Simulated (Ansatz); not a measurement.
# GaHO2+ (doublet): from Hartree-Fock to the top rungs, cc-pVDZ

How much of the correlation energy of GaHO2+ (doublet) does each wave-function method recover here?

Method: cc-pVDZ, core rule «outside noble gas», up to 16 orbitals frozen; program: Ansatz 0.2.0, Gaussian basis.

The runs, in order: UHF; CCSD(T) on ROHF; CCSD(T) on UHF; BCCD(T) on ROHF; CISD; CCSDT(Q) on ROHF; CCSDT(Q) on UHF.

23 further runs of the same task are left out: 14 that didn't finish, 9 set aside as unsound or not needed.

## 1. The system

The geometry is a PBE0/def2-TZVP stationary point (not a proven minimum) of the parent state, kept for this charge and spin. No spin-orbit coupling is included. The filled d shell of Ga may be among the frozen orbitals whatever the setting's name suggests; the logs give the count.

4 atoms, charge 1, spin multiplicity 2.

Atoms are counted from 1 here; the program's logs count them from 0.

Bond lengths: O1–Ga2 1.643 Å, Ga2–O3 1.747 Å, O3–H4 0.961 Å. Angles: O1–Ga2–O3 176.5°, Ga2–O3–H4 115.2°.

## 2. UHF

in.yaml

```yaml
crystal:
  periodic: [false, false, false]
  atoms:
    - {symbol: O, position_ang: [-0.000009, -0.151064, 2.219967]}
    - {symbol: Ga, position_ang: [0.000021, -0.155864, 0.576530]}
    - {symbol: O, position_ang: [-0.000005, -0.267455, -1.166443]}
    - {symbol: H, position_ang: [-0.000007, 0.574382, -1.630054]}
basis:
  gaussian: {orbitals: cc-pVDZ}
total_charge: 1
magnetization: {spin_polarized: true, initial_magnetization: 1}
hamiltonian: {xc: hf}
output: {orbitals: {seedname: orbitals}}
```

Command:

```console
$ ansatz run in.yaml --threads 1 --pin off --events-out ev --progress --plain --max-ram 2393MiB
```

Further steps of the session: CCSD(T) on ROHF; CCSD(T) on UHF; BCCD(T) on ROHF; CISD; CCSDT(Q) on ROHF; CCSDT(Q) on UHF.

Q: Predict the results of all the runs planned. Wanted: UCCSDT(Q) below the RHF energy; RMP2 from UCCSDT(Q); UMP2 from UCCSDT(Q); RCCSD from UCCSDT(Q); RCCSD(T) from UCCSDT(Q); UCCSD(T) from UCCSDT(Q); RCCSDT(Q) from UCCSDT(Q); T1 diagnostic.

As calculated:

| quantity | value |
| --- | --- |
| UCCSDT(Q) below the RHF energy | -11.1571 eV |
| RMP2 from UCCSDT(Q) | +72.0 kJ/mol |
| UMP2 from UCCSDT(Q) | +71.9 kJ/mol |
| RCCSD from UCCSDT(Q) | +32.6 kJ/mol |
| RCCSD(T) from UCCSDT(Q) | +6.6 kJ/mol |
| UCCSD(T) from UCCSDT(Q) | +6.5 kJ/mol |
| RCCSDT(Q) from UCCSDT(Q) | +0.7 kJ/mol |
| levels within 1 kcal/mol (43 meV) | RCCSDT, UCCSDT, RCCSDT(Q) |
| T1 diagnostic | 0.024 |

**Reading.** RCCSD(T) lands +6.6 kJ/mol from the yardstick (0.6 % of the correlation energy). These misses are within one basis, not against nature; the frozen cores of restricted and unrestricted runs differ, which can shift their rows.
